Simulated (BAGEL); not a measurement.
# C2H3Cl2Si (SMILES [H]/[C]=C/[SiH](Cl)Cl): ROHF/6-31G(d) (density fitting with cc-pvqz-jkfit, spherical functions)

Aim: the energy change on altering one bond length of C2H3Cl2Si at ROHF/6-31G* (density fitting with cc-pvqz-jkfit, spherical functions), from 2 runs. 

The calculation is run with BAGEL 1.2.2.

1 further run of the same task is left out (it didn't finish).

**1. The system as given**

C2H3Cl2Si has 8 atoms, charge 0, and is taken as a doublet. SMILES: `[H]/[C]=C/[SiH](Cl)Cl`. The coordinates come from a PBE0-D4/def2-TZVP relaxation. This is one conformer, not always the lowest.

Bond lengths: C1–C2 1.302 Å, C2–Si3 1.849 Å, Si3–Cl4 2.046 Å, Si3–Cl5 2.046 Å, C1–H6 1.081 Å, C2–H7 1.096 Å, Si3–H8 1.473 Å. Angles: C1–C2–Si3 119.3°, C2–Si3–Cl4 109.6°, C2–Si3–Cl5 109.6°, Cl4–Si3–Cl5 108.1°, C1–C2–H7 121.6°, Si3–C2–H7 119.1°, C2–C1–H6 140.4°, C2–Si3–H8 111.7°, Cl4–Si3–H8 108.9°, Cl5–Si3–H8 108.9°.

**2. A single-point energy at ROHF/6-31G(d) (density fitting with cc-pvqz-jkfit, spherical functions)**

Input file hf.json:

```json
{ "bagel" : [

{
  "title" : "molecule",
  "basis" : "6-31gs.json",
  "df_basis" : "cc-pvqz-jkfit",
  "angstrom" : "true",
  "geometry" : [
    { "atom" : "C", "xyz" : [      -0.467200,       1.549800,       0.659300 ] },
    { "atom" : "C", "xyz" : [      -0.193600,       0.279100,       0.737900 ] },
    { "atom" : "Si", "xyz" : [       0.301600,      -0.635800,      -0.791100 ] },
    { "atom" : "Cl", "xyz" : [      -1.013100,      -2.166600,      -1.130900 ] },
    { "atom" : "Cl", "xyz" : [       2.164100,      -1.443500,      -0.534600 ] },
    { "atom" : "H", "xyz" : [      -0.772500,       2.376400,       1.285600 ] },
    { "atom" : "H", "xyz" : [      -0.249600,      -0.262100,       1.689000 ] },
    { "atom" : "H", "xyz" : [       0.322500,       0.245600,      -1.971100 ] }
  ]
},

{ "title" : "rohf", "nopen" : 1 },

{ "title" : "print", "file" : "orbitals.molden", "orbitals" : "true" }

]}
```

The basis set 6-31G* is read from a file made from the Basis Set Exchange's data (not shown).

On the command line:

```sh
$ BAGEL_NUM_THREADS=1 BAGEL hf.json > hf.out
```

Standard output:

```text
* using 1 threads per process

  ===============================================================
  ===============================================================

  *** Geometry ***

  { "atom" : "C", "xyz" : [     -0.882880,      2.928698,      1.245896 ] },
  { "atom" : "C", "xyz" : [     -0.365851,      0.527423,      1.394429 ] },
  { "atom" : "Si", "xyz" : [      0.569941,     -1.201488,     -1.494962 ] },
  { "atom" : "Cl", "xyz" : [     -1.914482,     -4.094281,     -2.137091 ] },
  { "atom" : "Cl", "xyz" : [      4.089556,     -2.727820,     -1.010248 ] },
  { "atom" : "H", "xyz" : [     -1.459813,      4.490745,      2.429432 ] },
  { "atom" : "H", "xyz" : [     -0.471676,     -0.495297,      3.191747 ] },
  { "atom" : "H", "xyz" : [      0.609437,      0.464117,     -3.724839 ] },

  Number of auxiliary basis functions:      809

  Since a DF basis is specified, we compute 2- and 3-index integrals:
    o Being stored without compression. Storage requirement is 0.050 GB

  Number of basis functions:       88
  Number of electrons      :       63

    * METHOD: MOLECULE                             1.11

  *** Open-shell HF ***

  === Nuclear Repulsion ===
   320.2080702900

      * DIIS with orbital gradients will be used.

  === ROHF iteration (6-31gs.json) ===
      0      -1285.25312727          0.02240777           0.50
      1      -1285.35736524          0.00928454           0.52
      2      -1285.37493261          0.00424497           0.51
      3      -1285.37885860          0.00131799           0.51
      4      -1285.37976399          0.00056582           0.50
      5      -1285.38000349          0.00016870           0.47
      6      -1285.38004954          0.00003732           0.50
      7      -1285.38007524          0.00001325           0.55
      8      -1285.38007873          0.00000477           0.49
      9      -1285.38007923          0.00000108           0.50
     10      -1285.38007933          0.00000049           0.50
     11      -1285.38007935          0.00000021           0.51
     12      -1285.38007935          0.00000005           0.53
     13      -1285.38007936          0.00000002           0.54
     14      -1285.38007936          0.00000001           0.53
    * SCF iteration converged.

    * S^2 (ROHF) is 0.7500

    * Permanent dipole moment:
           (    0.328816,    -1.015530,    -0.521174) a.u.

    * METHOD: ROHF                                 8.14

    * METHOD: PRINT                                0.07

  ===============================================================
```

It took 10 s on 1 thread of AMD EPYC 7R43 (Zen 3), shared host; peak memory 0.2 GiB.

**3. The distorted shape, same level**

Input file input.json:

```json
{ "bagel" : [

{
  "title" : "molecule",
  "basis" : "6-31gs.json",
  "df_basis" : "cc-pvqz-jkfit",
  "angstrom" : true,
  "geometry" : [
    { "atom" : "C", "xyz" : [      -0.470334,       1.417614,       0.836268 ] },
    { "atom" : "C", "xyz" : [      -0.196734,       0.146914,       0.914868 ] },
    { "atom" : "Si", "xyz" : [       0.298466,      -0.767986,      -0.614132 ] },
    { "atom" : "Cl", "xyz" : [      -1.016234,      -2.298786,      -0.953932 ] },
    { "atom" : "Cl", "xyz" : [       2.160966,      -1.575686,      -0.357632 ] },
    { "atom" : "H", "xyz" : [      -0.775634,       2.244214,       1.462568 ] },
    { "atom" : "H", "xyz" : [      -0.252734,      -0.394286,       1.865968 ] },
    { "atom" : "H", "xyz" : [       0.322500,       0.245600,      -1.971100 ] }
  ]
},

{
  "title" : "rohf",
  "nopen" : 1
},

{
  "title" : "print",
  "file" : "orbitals.molden",
  "orbitals" : true
}

]}
```

The basis set 6-31G* is read from a file made from the Basis Set Exchange's data (not shown).

On the command line:

```sh
$ BAGEL_NUM_THREADS=1 BAGEL input.json > input.out
```

Standard output:

```text
* using 1 threads per process

  ===============================================================
  ===============================================================

  *** Geometry ***

  { "atom" : "C", "xyz" : [     -0.888802,      2.678902,      1.580317 ] },
  { "atom" : "C", "xyz" : [     -0.371773,      0.277627,      1.728850 ] },
  { "atom" : "Si", "xyz" : [      0.564019,     -1.451283,     -1.160541 ] },
  { "atom" : "Cl", "xyz" : [     -1.920404,     -4.344076,     -1.802670 ] },
  { "atom" : "Cl", "xyz" : [      4.083634,     -2.977615,     -0.675827 ] },
  { "atom" : "H", "xyz" : [     -1.465736,      4.240950,      2.763853 ] },
  { "atom" : "H", "xyz" : [     -0.477598,     -0.745093,      3.526168 ] },
  { "atom" : "H", "xyz" : [      0.609437,      0.464117,     -3.724839 ] },

  Number of auxiliary basis functions:      809

  Since a DF basis is specified, we compute 2- and 3-index integrals:
    o Being stored without compression. Storage requirement is 0.050 GB

  Number of basis functions:       88
  Number of electrons      :       63

    * METHOD: MOLECULE                             1.10

  *** Open-shell HF ***

  === Nuclear Repulsion ===
   319.0968720362

      * DIIS with orbital gradients will be used.

  === ROHF iteration (6-31gs.json) ===
      0      -1285.23685471          0.02231953           0.51
      1      -1285.34063199          0.00945933           0.51
      2      -1285.35863190          0.00444114           0.46
      3      -1285.36281672          0.00133135           0.54
      4      -1285.36373257          0.00058408           0.53
      5      -1285.36397282          0.00016674           0.50
      6      -1285.36402095          0.00003818           0.46
      7      -1285.36404566          0.00001333           0.49
      8      -1285.36404933          0.00000494           0.46
      9      -1285.36404983          0.00000109           0.48
     10      -1285.36404996          0.00000049           0.46
     11      -1285.36404998          0.00000022           0.49
     12      -1285.36404998          0.00000005           0.47
     13      -1285.36404998          0.00000002           0.51
     14      -1285.36404999          0.00000001           0.45
    * SCF iteration converged.

    * S^2 (ROHF) is 0.7500

    * Permanent dipole moment:
           (    0.333967,    -0.935245,    -0.646014) a.u.

    * METHOD: ROHF                                 7.83

    * METHOD: PRINT                                0.05

  ===============================================================
```

It took 9.6 s on 1 thread of AMD EPYC 7R43 (Zen 3), shared host; peak memory 0.2 GiB.

**4. Outcome**

Level: ROHF/6-31G* (density fitting with cc-pvqz-jkfit, spherical functions).

| quantity | value |
| --- | --- |
| first shape: total energy | -1285.38008 Eh |
| first shape: dipole moment | 3.02 D |
| first shape: ⟨S²⟩ | 0.750 |
| distorted shape: total energy | -1285.36405 Eh |
| distorted shape: dipole moment | 3.01 D |
| distorted shape: ⟨S²⟩ | 0.750 |
| energy change with the Si3–H8 bond stretched from 1.473 to 1.694 Å | 0.436 eV |

In words: With the Si3–H8 bond stretched from 1.473 to 1.694 Å the energy rises by 0.44 eV (42.1 kJ/mol). The first shape isn't relaxed at this level, so the change isn't measured from a minimum.
